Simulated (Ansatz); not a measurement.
# CH₅FGaN: a ladder of functionals and wavefunction methods

The task here is to estimate one member of a computed series from the others.

The runs use Ansatz 0.2.0, Gaussian basis; functionals in def2-TZVPP, the program's frozen cores in correlated methods.

Plan: PBE-D4, r2SCAN-D4, PBE0-D4, B3LYP-D4, ωB97X-V, ωB97M-V, B2PLYP; CCSD(T)/def2-TZVPP; MP2/def2-QZVPP; extrapolation to the limit.

## The relaxed structure

All runs share one geometry, relaxed beforehand with PBE0-D4 in a triple-zeta def2 set.

SMILES `[NH2][GaH][CH2]F`, 9 atoms, charge 0, spin multiplicity 1.

Atoms are counted from 1 here; the program's logs count them from 0.

Bond lengths: N1–Ga2 1.816 Å, N1–H5 1.006 Å, N1–H6 1.006 Å, Ga2–C3 1.989 Å, Ga2–H7 1.559 Å, C3–F4 1.393 Å, C3–H8 1.096 Å, C3–H9 1.096 Å. Angles: Ga2–N1–H5 125.0°, Ga2–N1–H6 123.4°, H5–N1–H6 111.5°, N1–Ga2–C3 116.3°, N1–Ga2–H7 117.8°, C3–Ga2–H7 126.0°, Ga2–C3–F4 111.3°, Ga2–C3–H8 111.3°, Ga2–C3–H9 111.3°, F4–C3–H8 107.8°, F4–C3–H9 107.8°, H8–C3–H9 107.1°.

Set-up of the first run:

The input, in.yaml:

```yaml
crystal:
  periodic: [false, false, false]
  atoms:
    - {symbol: N, position_ang: [-0.655838, 1.643108, -0.353798]}
    - {symbol: Ga, position_ang: [0.622563, 0.353640, -0.307427]}
    - {symbol: C, position_ang: [0.073410, -1.402911, 0.447040]}
    - {symbol: F, position_ang: [1.129327, -2.311427, 0.432176]}
    - {symbol: H, position_ang: [-1.601706, 1.530203, -0.031221]}
    - {symbol: H, position_ang: [-0.495645, 2.569617, -0.710965]}
    - {symbol: H, position_ang: [2.037938, 0.713581, -0.852921]}
    - {symbol: H, position_ang: [-0.753652, -1.840005, -0.123233]}
    - {symbol: H, position_ang: [-0.268096, -1.302004, 1.483151]}
basis:
  gaussian: {orbitals: def2-TZVPP}
hamiltonian: {xc: pbe, dispersion: d4}
output: {forces: true, orbitals: {seedname: orbitals}}
```

The run is started by

```sh
$ ansatz run in.yaml --threads 4 --pin off --events-out ev --progress --plain --max-ram 10444MiB
```

Steps of the session up to this table: PBE-D4 (GGA); r2SCAN-D4 (meta-GGA); PBE0-D4 (hybrid); B3LYP-D4 (hybrid); ωB97X-V (range-separated); ωB97M-V (range-separated); B2PLYP (double hybrid); CCSD(T) in def2-TZVPP; MP2 in def2-QZVPP.

One table of the session follows, with a row left open; its other results are not shown here.

```
            method  atomisation energy (eV)
            PBE-D4                   30.810
         r2SCAN-D4                   30.214
           PBE0-D4                   30.117
          B3LYP-D4                   30.166
           ωB97X-V                   30.395
           ωB97M-V                   30.263
            B2PLYP                   29.904
     HF/def2-TZVPP                   20.894
    MP2/def2-TZVPP                        ?
   CCSD/def2-TZVPP                   29.071
CCSD(T)/def2-TZVPP                   29.537
           MP2/CBS                   30.810
       CCSD(T)/CBS                   30.361
```

**Question.** Estimate the row for MP2/def2-TZVPP.

As computed: atomisation energy (eV): 29.986. In the column «atomisation energy (eV)» it lies between B2PLYP (29.904) and PBE0-D4 (30.117).
